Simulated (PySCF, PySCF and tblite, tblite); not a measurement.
# C₆H₈O₃: conformers and averaged spectra, part 2 of 3

PySCF and tblite. Atoms count from 0. The steps go on from the part before.

### 7 Single-point energy, conformer 2: PBE0/def2-SVP in chloroform

What the job is given:

```
{"job": {"xc": "PBE0", "basis": "def2-SVP", "solvent": "chloroform", "kind": "sp"}, "charge": 0, "multiplicity": 1}
C      2.339505    -0.450557     0.919050
C      1.092089    -0.250563     1.298979
C     -0.022936     0.289958     0.453636
C      0.339163     0.548287    -1.003624
O     -0.793838     1.002558    -1.735617
C     -2.038425     0.616637    -1.436279
O     -2.958137     1.012573    -2.083917
O     -2.255004    -0.199447    -0.397773
C     -1.194309    -0.692576     0.409426
H      2.691530    -0.233149    -0.074145
H      3.071962    -0.839893     1.604738
H      0.792433    -0.480323     2.313295
H     -0.381509     1.228639     0.897334
H      0.717863    -0.368202    -1.472942
H      1.084248     1.340260    -1.109144
H     -1.631418    -0.853765     1.398207
H     -0.860214    -1.658405     0.008865
```

The log of the run:

```text
coarse grid: 14736 points
cycle   1  E = -457.9932063539  dE =  1.636e+00  |g| = 9.929e-01  |ddm| = 4.466e+00
cycle   2  E = -457.6930734723  dE =  3.001e-01  |g| = 1.612e+00  |ddm| = 1.986e+00
cycle   3  E = -458.1689908295  dE = -4.759e-01  |g| = 2.463e-01  |ddm| = 1.367e+00
cycle   4  E = -458.1799085019  dE = -1.092e-02  |g| = 7.190e-02  |ddm| = 2.324e-01
cycle   5  E = -458.1807732396  dE = -8.647e-04  |g| = 1.598e-02  |ddm| = 5.549e-02
cycle   6  E = -458.1808323541  dE = -5.911e-05  |g| = 4.325e-03  |ddm| = 1.893e-02
cycle   7  E = -458.1808362145  dE = -3.860e-06  |g| = 1.654e-03  |ddm| = 5.133e-03
final grid: 143848 points
cycle   8  E = -458.2659319264  dE = -3.711e-05  |g| = 1.348e-02  |ddm| = 4.281e-02
cycle   9  E = -458.2658971639  dE =  3.476e-05  |g| = 1.900e-02  |ddm| = 2.677e-02
cycle  10  E = -458.2659688248  dE = -7.166e-05  |g| = 1.648e-03  |ddm| = 1.597e-02
cycle  11  E = -458.2659694034  dE = -5.786e-07  |g| = 3.524e-04  |ddm| = 1.516e-03
cycle  12  E = -458.2659694239  dE = -2.050e-08  |g| = 1.441e-04  |ddm| = 3.749e-04
cycle  13  E = -458.2659694279  dE = -4.031e-09  |g| = 3.523e-05  |ddm| = 1.328e-04
cycle  14  E = -458.2659694281  dE = -2.398e-10  |g| = 1.494e-05  |ddm| = 4.248e-05
converged SCF energy = -458.2659694281
```

Run time: 9.6 s. Hardware: 1 thread of Arm Neoverse V2, shared host; peak memory 0.78 GiB.

Key values: HOMO -7.90 eV, LUMO 0.14 eV; dipole 7.15 D.

### 8 Shieldings, conformer 3: WP04/pcSseg-1 in chloroform

What the job is given:

```
{"job": {"xc": "WP04", "basis": "pcSseg-1", "solvent": "chloroform", "kind": "nmr", "pop": false}, "charge": 0, "multiplicity": 1}
C      2.491559     0.614111     0.107786
C      1.173180     0.637120     0.087519
C      0.319926    -0.589974    -0.058321
C     -0.628021    -0.753124     1.131284
O     -1.613059     0.270411     1.166129
C     -2.062003     0.866893     0.056517
O     -2.886479     1.725348     0.134051
O     -1.574185     0.515878    -1.138215
C     -0.586789    -0.495083    -1.286800
H      3.045804    -0.306160     0.018786
H      3.071631     1.513874     0.214074
H      0.635098     1.571128     0.178411
H      0.951523    -1.477532    -0.142677
H     -0.097373    -0.677750     2.084003
H     -1.133563    -1.726109     1.082495
H     -1.089776    -1.454880    -1.461360
H     -0.024472    -0.222120    -2.183593
```

The log of the run:

```text
coarse grid: 14736 points
cycle   1  E = -468.6791555970  dE =  1.583e+00  |g| = 1.457e+00  |ddm| = 3.799e+00
cycle   2  E = -467.9520347053  dE =  7.271e-01  |g| = 2.434e+00  |ddm| = 2.215e+00
cycle   3  E = -468.9972261231  dE = -1.045e+00  |g| = 4.868e-01  |ddm| = 1.642e+00
cycle   4  E = -469.0394065979  dE = -4.218e-02  |g| = 1.613e-01  |ddm| = 3.716e-01
cycle   5  E = -469.0433107836  dE = -3.904e-03  |g| = 4.683e-02  |ddm| = 9.998e-02
cycle   6  E = -469.0437737706  dE = -4.630e-04  |g| = 8.412e-03  |ddm| = 3.579e-02
cycle   7  E = -469.0437878228  dE = -1.405e-05  |g| = 2.606e-03  |ddm| = 7.096e-03
cycle   8  E = -469.0437890436  dE = -1.221e-06  |g| = 1.031e-03  |ddm| = 2.158e-03
final grid: 143848 points
cycle   9  E = -469.1705724180  dE = -7.876e-05  |g| = 1.221e-02  |ddm| = 3.885e-02
cycle  10  E = -469.1705316651  dE =  4.075e-05  |g| = 1.903e-02  |ddm| = 1.941e-02
cycle  11  E = -469.1706013489  dE = -6.968e-05  |g| = 2.893e-03  |ddm| = 1.231e-02
cycle  12  E = -469.1706029898  dE = -1.641e-06  |g| = 5.886e-04  |ddm| = 1.905e-03
cycle  13  E = -469.1706030379  dE = -4.813e-08  |g| = 2.693e-04  |ddm| = 4.758e-04
cycle  14  E = -469.1706030516  dE = -1.368e-08  |g| = 5.675e-05  |ddm| = 1.807e-04
cycle  15  E = -469.1706030522  dE = -5.655e-10  |g| = 2.567e-05  |ddm| = 5.167e-05
converged SCF energy = -469.1706030522

GIAO shielding tensors (ppm)
atom      isotropic    diamagn.    paramagn.     s11        s22        s33       span
  0 C       52.747     254.138    -201.390    -59.509     67.753    149.998    209.507
  1 C       33.036     259.275    -226.239    -94.559     38.745    154.922    249.482
  2 C      132.110     252.302    -120.192    118.945    121.966    155.418     36.473
  3 C       97.964     248.381    -150.417     73.366     88.313    132.214     58.848
  4 O      169.780     398.925    -229.144     29.137    229.760    250.444    221.307
  5 C       20.552     247.219    -226.667    -67.565     51.819     77.401    144.966
  6 O       19.123     399.297    -380.174   -125.340    -80.177    262.885    388.225
  7 O      169.782     398.918    -229.136     29.164    229.755    250.425    221.261
  8 C       97.962     248.384    -150.422     73.353     88.316    132.218     58.865
  9 H       26.605      31.807      -5.202     23.097     25.906     30.811      7.715
 10 H       26.598      29.506      -2.909     23.846     25.519     30.428      6.583
 11 H       25.717      34.338      -8.621     22.426     23.815     30.908      8.483
 12 H       29.492      33.903      -4.412     25.869     28.600     34.005      8.135
 13 H       27.599      30.357      -2.757     23.566     27.317     31.914      8.347
 14 H       27.203      30.141      -2.938     23.162     26.564     31.883      8.721
 15 H       27.203      30.139      -2.936     23.160     26.566     31.883      8.723
 16 H       27.598      30.353      -2.756     23.563     27.318     31.912      8.349
```

Wall time 23 s (1 thread of Arm Neoverse V2, shared host); peak memory 1.1 GiB.

In short: HOMO -8.86 eV, LUMO -2.01 eV; dipole 7.59 D.

### 9 Single-point energy, conformer 3: PBE0/def2-SVP in chloroform

Changed since step 8:

```diff
@@ -1,2 +1,2 @@
-{"job": {"xc": "WP04", "basis": "pcSseg-1", "solvent": "chloroform", "kind": "nmr", "pop": false}, "charge": 0, "multiplicity": 1}
+{"job": {"xc": "PBE0", "basis": "def2-SVP", "solvent": "chloroform", "kind": "sp"}, "charge": 0, "multiplicity": 1}
 C      2.491559     0.614111     0.107786
```

The log of the run:

```text
coarse grid: 14736 points
cycle   1  E = -457.9890409593  dE =  1.639e+00  |g| = 1.000e+00  |ddm| = 4.437e+00
cycle   2  E = -457.6786892235  dE =  3.104e-01  |g| = 1.632e+00  |ddm| = 2.038e+00
cycle   3  E = -458.1674674686  dE = -4.888e-01  |g| = 2.519e-01  |ddm| = 1.402e+00
cycle   4  E = -458.1789847834  dE = -1.152e-02  |g| = 7.333e-02  |ddm| = 2.389e-01
cycle   5  E = -458.1799002452  dE = -9.155e-04  |g| = 1.484e-02  |ddm| = 5.565e-02
cycle   6  E = -458.1799512510  dE = -5.101e-05  |g| = 3.832e-03  |ddm| = 1.759e-02
cycle   7  E = -458.1799544755  dE = -3.224e-06  |g| = 9.629e-04  |ddm| = 4.460e-03
final grid: 143848 points
cycle   8  E = -458.2651265385  dE = -3.293e-05  |g| = 1.322e-02  |ddm| = 3.935e-02
cycle   9  E = -458.2650952734  dE =  3.127e-05  |g| = 1.849e-02  |ddm| = 2.578e-02
cycle  10  E = -458.2651614051  dE = -6.613e-05  |g| = 1.991e-03  |ddm| = 1.518e-02
cycle  11  E = -458.2651622191  dE = -8.141e-07  |g| = 3.468e-04  |ddm| = 1.737e-03
cycle  12  E = -458.2651622394  dE = -2.022e-08  |g| = 1.329e-04  |ddm| = 3.656e-04
cycle  13  E = -458.2651622430  dE = -3.638e-09  |g| = 2.470e-05  |ddm| = 1.198e-04
cycle  14  E = -458.2651622431  dE = -1.047e-10  |g| = 1.307e-05  |ddm| = 3.172e-05
converged SCF energy = -458.2651622431
```

Run time: 9.4 s. Hardware: 1 thread of Arm Neoverse V2, shared host; peak memory 0.79 GiB.

In short: HOMO -7.74 eV, LUMO 0.22 eV; dipole 7.09 D.

### 10 Shieldings, conformer 4: WP04/pcSseg-1 in chloroform

What the job is given:

```
{"job": {"xc": "WP04", "basis": "pcSseg-1", "solvent": "chloroform", "kind": "nmr", "pop": false}, "charge": 0, "multiplicity": 1}
C     -1.596411     1.392836    -0.040878
C     -1.449945     0.132443    -0.401699
C     -0.434316    -0.841124     0.135777
C      0.619228    -1.140524    -0.934627
O      1.412230     0.006889    -1.200810
C      1.716042     0.886984    -0.240507
O      2.407898     1.826369    -0.488902
O      1.242708     0.718778     0.998181
C      0.351686    -0.337060     1.340670
H     -0.988739     1.866419     0.711078
H     -2.344552     2.015737    -0.500094
H     -2.078091    -0.287576    -1.176838
H     -0.939389    -1.774348     0.403693
H      0.167197    -1.406751    -1.893202
H      1.274099    -1.959520    -0.610208
H      0.939201    -1.156104     1.774506
H     -0.305843     0.068580     2.113950
```

The log of the run:

```text
coarse grid: 14736 points
cycle   1  E = -468.6805004075  dE =  1.585e+00  |g| = 1.452e+00  |ddm| = 3.823e+00
cycle   2  E = -467.9677725582  dE =  7.127e-01  |g| = 2.416e+00  |ddm| = 2.218e+00
cycle   3  E = -468.9975470123  dE = -1.030e+00  |g| = 4.804e-01  |ddm| = 1.635e+00
cycle   4  E = -469.0384881966  dE = -4.094e-02  |g| = 1.602e-01  |ddm| = 3.708e-01
cycle   5  E = -469.0423479223  dE = -3.860e-03  |g| = 4.612e-02  |ddm| = 1.001e-01
cycle   6  E = -469.0427901032  dE = -4.422e-04  |g| = 9.289e-03  |ddm| = 3.611e-02
cycle   7  E = -469.0428072229  dE = -1.712e-05  |g| = 2.357e-03  |ddm| = 8.225e-03
cycle   8  E = -469.0428082215  dE = -9.986e-07  |g| = 9.166e-04  |ddm| = 2.162e-03
final grid: 143848 points
cycle   9  E = -469.1687268916  dE = -8.306e-05  |g| = 1.247e-02  |ddm| = 4.203e-02
cycle  10  E = -469.1686900282  dE =  3.686e-05  |g| = 1.888e-02  |ddm| = 1.869e-02
cycle  11  E = -469.1687570360  dE = -6.701e-05  |g| = 2.225e-03  |ddm| = 1.139e-02
cycle  12  E = -469.1687579191  dE = -8.832e-07  |g| = 5.849e-04  |ddm| = 1.452e-03
cycle  13  E = -469.1687579641  dE = -4.497e-08  |g| = 2.783e-04  |ddm| = 4.698e-04
cycle  14  E = -469.1687579791  dE = -1.502e-08  |g| = 4.206e-05  |ddm| = 1.949e-04
cycle  15  E = -469.1687579794  dE = -2.910e-10  |g| = 1.641e-05  |ddm| = 3.634e-05
converged SCF energy = -469.1687579794

GIAO shielding tensors (ppm)
atom      isotropic    diamagn.    paramagn.     s11        s22        s33       span
  0 C       51.341     257.455    -206.114    -65.277     60.092    159.209    224.486
  1 C       33.714     258.027    -224.313    -81.722     39.644    143.219    224.941
  2 C      135.044     254.083    -119.039    122.016    130.241    152.874     30.858
  3 C      100.584     248.659    -148.075     76.169     90.410    135.174     59.005
  4 O      168.247     399.655    -231.408     27.778    230.849    246.115    218.337
  5 C       20.453     248.069    -227.615    -67.745     51.757     77.348    145.093
  6 O       19.344     400.529    -381.185   -125.144    -79.546    262.722    387.865
  7 O      167.360     400.431    -233.071     25.544    229.579    246.958    221.414
  8 C      100.824     248.468    -147.644     74.202     88.225    140.044     65.843
  9 H       26.365      34.166      -7.802     22.955     25.169     30.970      8.015
 10 H       26.486      29.447      -2.961     24.062     25.648     29.748      5.686
 11 H       26.001      32.166      -6.165     24.237     25.581     28.187      3.950
 12 H       29.381      31.731      -2.351     25.368     27.390     35.384     10.016
 13 H       27.620      30.342      -2.722     23.728     26.709     32.423      8.696
 14 H       27.287      30.021      -2.733     23.649     26.079     32.134      8.485
 15 H       27.223      29.828      -2.605     23.212     26.194     32.261      9.049
 16 H       27.248      31.015      -3.767     24.107     26.103     31.536      7.429
```

It took 23 s on 1 thread of Arm Neoverse V2, shared host; peak memory 1.1 GiB.

In short: HOMO -8.88 eV, LUMO -1.99 eV; dipole 7.57 D.

### 11 Single-point energy, conformer 4: PBE0/def2-SVP in chloroform

Changed since step 10:

```diff
@@ -1,2 +1,2 @@
-{"job": {"xc": "WP04", "basis": "pcSseg-1", "solvent": "chloroform", "kind": "nmr", "pop": false}, "charge": 0, "multiplicity": 1}
+{"job": {"xc": "PBE0", "basis": "def2-SVP", "solvent": "chloroform", "kind": "sp"}, "charge": 0, "multiplicity": 1}
 C     -1.596411     1.392836    -0.040878
```

The log of the run:

```text
coarse grid: 14736 points
cycle   1  E = -457.9924824536  dE =  1.642e+00  |g| = 9.931e-01  |ddm| = 4.480e+00
cycle   2  E = -457.6920052931  dE =  3.005e-01  |g| = 1.613e+00  |ddm| = 2.044e+00
cycle   3  E = -458.1685816009  dE = -4.766e-01  |g| = 2.489e-01  |ddm| = 1.403e+00
cycle   4  E = -458.1798147328  dE = -1.123e-02  |g| = 7.305e-02  |ddm| = 2.414e-01
cycle   5  E = -458.1807200554  dE = -9.053e-04  |g| = 1.506e-02  |ddm| = 5.704e-02
cycle   6  E = -458.1807718685  dE = -5.181e-05  |g| = 4.184e-03  |ddm| = 1.831e-02
cycle   7  E = -458.1807756209  dE = -3.752e-06  |g| = 1.102e-03  |ddm| = 4.953e-03
final grid: 143848 points
cycle   8  E = -458.2655872405  dE = -3.336e-05  |g| = 1.370e-02  |ddm| = 4.546e-02
cycle   9  E = -458.2655534583  dE =  3.378e-05  |g| = 1.911e-02  |ddm| = 2.718e-02
cycle  10  E = -458.2656249284  dE = -7.147e-05  |g| = 1.777e-03  |ddm| = 1.613e-02
cycle  11  E = -458.2656255747  dE = -6.463e-07  |g| = 3.497e-04  |ddm| = 1.575e-03
cycle  12  E = -458.2656255947  dE = -1.998e-08  |g| = 1.316e-04  |ddm| = 3.621e-04
cycle  13  E = -458.2656255982  dE = -3.566e-09  |g| = 2.914e-05  |ddm| = 1.304e-04
cycle  14  E = -458.2656255984  dE = -1.522e-10  |g| = 1.366e-05  |ddm| = 3.831e-05
converged SCF energy = -458.2656255984
```

Run time: 9.5 s. Hardware: 1 thread of Arm Neoverse V2, shared host; peak memory 0.77 GiB.

In short: HOMO -7.79 eV, LUMO 0.24 eV; dipole 7.15 D.

### 12 Couplings, conformer 1: B3LYP/6-31G*+pcJ-1

What the job is given:

```
{"job": {"xc": "B3LYP", "basis": {"default": "6-31G*", "H": "pcJ-1"}, "nuclei": ["H", "F", "P", "Si", "B"], "kind": "j"}, "charge": 0, "multiplicity": 1}
C     -2.595228    -0.593844    -0.281802
C     -1.638655     0.208824     0.143281
C     -0.181377    -0.013174    -0.115939
C      0.443475     1.163567    -0.864789
O      1.845560     0.991112    -1.022988
C      2.585473     0.316935    -0.135578
O      3.759418     0.197055    -0.307061
O      2.006004    -0.237220     0.935221
C      0.611573    -0.122361     1.186064
H     -2.380745    -1.479633    -0.856030
H     -3.632490    -0.398577    -0.073710
H     -1.875298     1.093616     0.718727
H     -0.035168    -0.927257    -0.700863
H      0.259486     2.100602    -0.323471
H      0.044359     1.258181    -1.877774
H      0.341477    -1.017568     1.751751
H      0.435137     0.759774     1.815052
```

The log of the run:

```text
coarse grid: 14736 points
cycle   1  E = -458.9391123382  dE =  1.692e+00  |g| = 1.106e+00  |ddm| = 3.890e+00
cycle   2  E = -458.3661484281  dE =  5.730e-01  |g| = 2.041e+00  |ddm| = 2.398e+00
cycle   3  E = -459.1449674904  dE = -7.788e-01  |g| = 3.965e-01  |ddm| = 1.847e+00
cycle   4  E = -459.1752269311  dE = -3.026e-02  |g| = 9.877e-02  |ddm| = 3.572e-01
cycle   5  E = -459.1767618958  dE = -1.535e-03  |g| = 2.962e-02  |ddm| = 7.684e-02
cycle   6  E = -459.1769712967  dE = -2.094e-04  |g| = 6.834e-03  |ddm| = 3.070e-02
cycle   7  E = -459.1769795421  dE = -8.245e-06  |g| = 3.117e-03  |ddm| = 7.557e-03
final grid: 143848 points
cycle   8  E = -459.1034605656  dE = -3.550e-05  |g| = 9.620e-03  |ddm| = 2.963e-02
cycle   9  E = -459.1034174112  dE =  4.315e-05  |g| = 1.636e-02  |ddm| = 2.268e-02
cycle  10  E = -459.1034833518  dE = -6.594e-05  |g| = 2.192e-03  |ddm| = 1.500e-02
cycle  11  E = -459.1034844510  dE = -1.099e-06  |g| = 3.991e-04  |ddm| = 1.858e-03
cycle  12  E = -459.1034844725  dE = -2.151e-08  |g| = 2.100e-04  |ddm| = 4.362e-04
cycle  13  E = -459.1034844811  dE = -8.627e-09  |g| = 5.713e-05  |ddm| = 1.848e-04
cycle  14  E = -459.1034844818  dE = -6.930e-10  |g| = 1.319e-05  |ddm| = 5.370e-05
converged SCF energy = -459.1034844818

Indirect spin-spin couplings (Hz)
  i      j    bonds     total        FC       PSO       DSO        SD
  9 H   10 H    2     -0.494     0.249     2.803    -3.546         -
  9 H   11 H    3     16.232    17.830     1.651    -3.248         -
  9 H   13 H    5     -0.217     0.120     0.736    -1.074         -
  9 H   14 H    5      0.153     0.146    -0.059     0.066         -
  9 H   15 H    5      0.152     0.146    -0.058     0.064         -
  9 H   16 H    5     -0.217     0.120     0.737    -1.074         -
 10 H   11 H    3     11.338    11.849     0.103    -0.614         -
 10 H   12 H    4     -0.583     0.021     0.896    -1.500         -
 10 H   13 H    5     -0.178     0.060     0.511    -0.749         -
 10 H   16 H    5     -0.178     0.060     0.511    -0.749         -
 11 H   12 H    3      9.339    10.226     1.740    -2.628         -
 11 H   13 H    4      0.359    -0.222    -1.050     1.631         -
 11 H   14 H    4     -0.282    -0.194     0.375    -0.464         -
 11 H   15 H    4     -0.282    -0.195     0.373    -0.460         -
 11 H   16 H    4      0.357    -0.225    -1.052     1.634         -
 12 H   13 H    3     10.869    11.672     1.707    -2.510         -
 12 H   14 H    3      4.743     4.590    -0.051     0.204         -
 12 H   15 H    3      4.743     4.589    -0.052     0.205         -
 12 H   16 H    3     10.866    11.669     1.707    -2.510         -
 13 H   14 H    2    -11.610   -11.315     1.496    -1.790         -
 13 H   15 H    4     -0.514    -0.036     1.091    -1.570         -
 13 H   16 H    4      0.362    -0.221    -1.229     1.811         -
 14 H   15 H    4      3.078     3.609     1.338    -1.869         -
 14 H   16 H    4     -0.514    -0.036     1.091    -1.570         -
 15 H   16 H    2    -11.612   -11.317     1.495    -1.790         -
```

Run time: 26 s. Hardware: 1 thread of Arm Neoverse V2, shared host; peak memory 0.95 GiB.

In short: HOMO -7.52 eV, LUMO -0.35 eV; dipole 6.02 D.

### 13 Couplings, conformer 2: B3LYP/6-31G*+pcJ-1

What the job is given:

```
{"job": {"xc": "B3LYP", "basis": {"default": "6-31G*", "H": "pcJ-1"}, "nuclei": ["H", "F", "P", "Si", "B"], "kind": "j"}, "charge": 0, "multiplicity": 1}
C      2.339505    -0.450557     0.919050
C      1.092089    -0.250563     1.298979
C     -0.022936     0.289958     0.453636
C      0.339163     0.548287    -1.003624
O     -0.793838     1.002558    -1.735617
C     -2.038425     0.616637    -1.436279
O     -2.958137     1.012573    -2.083917
O     -2.255004    -0.199447    -0.397773
C     -1.194309    -0.692576     0.409426
H      2.691530    -0.233149    -0.074145
H      3.071962    -0.839893     1.604738
H      0.792433    -0.480323     2.313295
H     -0.381509     1.228639     0.897334
H      0.717863    -0.368202    -1.472942
H      1.084248     1.340260    -1.109144
H     -1.631418    -0.853765     1.398207
H     -0.860214    -1.658405     0.008865
```

The log of the run:

```text
coarse grid: 14736 points
cycle   1  E = -458.9379634063  dE =  1.694e+00  |g| = 1.104e+00  |ddm| = 3.901e+00
cycle   2  E = -458.3762780538  dE =  5.617e-01  |g| = 2.028e+00  |ddm| = 2.387e+00
cycle   3  E = -459.1438246951  dE = -7.675e-01  |g| = 3.928e-01  |ddm| = 1.831e+00
cycle   4  E = -459.1734092325  dE = -2.958e-02  |g| = 9.788e-02  |ddm| = 3.537e-01
cycle   5  E = -459.1749073299  dE = -1.498e-03  |g| = 2.977e-02  |ddm| = 7.600e-02
cycle   6  E = -459.1751170163  dE = -2.097e-04  |g| = 7.056e-03  |ddm| = 3.086e-02
cycle   7  E = -459.1751259435  dE = -8.927e-06  |g| = 3.197e-03  |ddm| = 7.815e-03
cycle   8  E = -459.1751284128  dE = -2.469e-06  |g| = 8.124e-04  |ddm| = 3.081e-03
final grid: 143848 points
cycle   9  E = -459.1014775846  dE = -4.983e-05  |g| = 6.802e-03  |ddm| = 2.897e-02
cycle  10  E = -459.1014702718  dE =  7.313e-06  |g| = 9.018e-03  |ddm| = 1.326e-02
cycle  11  E = -459.1014887889  dE = -1.852e-05  |g| = 1.734e-03  |ddm| = 8.068e-03
cycle  12  E = -459.1014893422  dE = -5.533e-07  |g| = 4.268e-04  |ddm| = 1.507e-03
cycle  13  E = -459.1014893730  dE = -3.079e-08  |g| = 1.488e-04  |ddm| = 4.134e-04
cycle  14  E = -459.1014893771  dE = -4.140e-09  |g| = 3.232e-05  |ddm| = 1.202e-04
cycle  15  E = -459.1014893773  dE = -1.992e-10  |g| = 8.709e-06  |ddm| = 3.042e-05
converged SCF energy = -459.1014893773

Indirect spin-spin couplings (Hz)
  i      j    bonds     total        FC       PSO       DSO        SD
  9 H   10 H    2     -1.259    -0.583     2.740    -3.416         -
  9 H   11 H    3     17.670    19.255     1.635    -3.220         -
  9 H   12 H    4     -3.228    -2.857     0.675    -1.047         -
  9 H   13 H    5      0.678    -0.038    -1.498     2.214         -
  9 H   14 H    5      0.591    -0.062    -1.381     2.035         -
  9 H   15 H    5     -0.266     0.107     0.790    -1.163         -
 10 H   11 H    3     12.624    13.118     0.075    -0.569         -
 10 H   12 H    4     -3.299    -2.784     0.956    -1.472         -
 10 H   13 H    5     -0.225     0.071     0.541    -0.836         -
 10 H   14 H    5     -0.269     0.050     0.600    -0.919         -
 10 H   15 H    5     -0.193     0.055     0.535    -0.784         -
 11 H   12 H    3      4.065     4.007     0.214    -0.156         -
 11 H   13 H    4     -1.014    -0.552     0.949    -1.410         -
 11 H   14 H    4     -1.077    -0.596     0.997    -1.478         -
 11 H   15 H    4      0.336    -0.177    -0.912     1.425         -
 11 H   16 H    4     -0.168    -0.195     0.177    -0.150         -
 12 H   13 H    3     10.366    11.166     1.715    -2.515         -
 12 H   14 H    3      4.044     3.914    -0.044     0.174         -
 12 H   15 H    3      4.655     4.491    -0.000     0.165         -
 12 H   16 H    3     11.417    12.208     1.737    -2.528         -
 13 H   14 H    2    -11.089   -10.821     1.463    -1.731         -
 13 H   15 H    4     -0.466     0.024     1.059    -1.548         -
 13 H   16 H    4      0.345    -0.251    -1.300     1.896         -
 14 H   15 H    4      3.160     3.703     1.323    -1.866         -
 14 H   16 H    4     -0.511    -0.031     1.073    -1.552         -
 15 H   16 H    2    -11.547   -11.255     1.496    -1.788         -
```

It took 27 s on 1 thread of Arm Neoverse V2, shared host; peak memory 0.95 GiB.

In short: HOMO -7.53 eV, LUMO -0.25 eV; dipole 5.99 D.

[end of part 2 of 3]
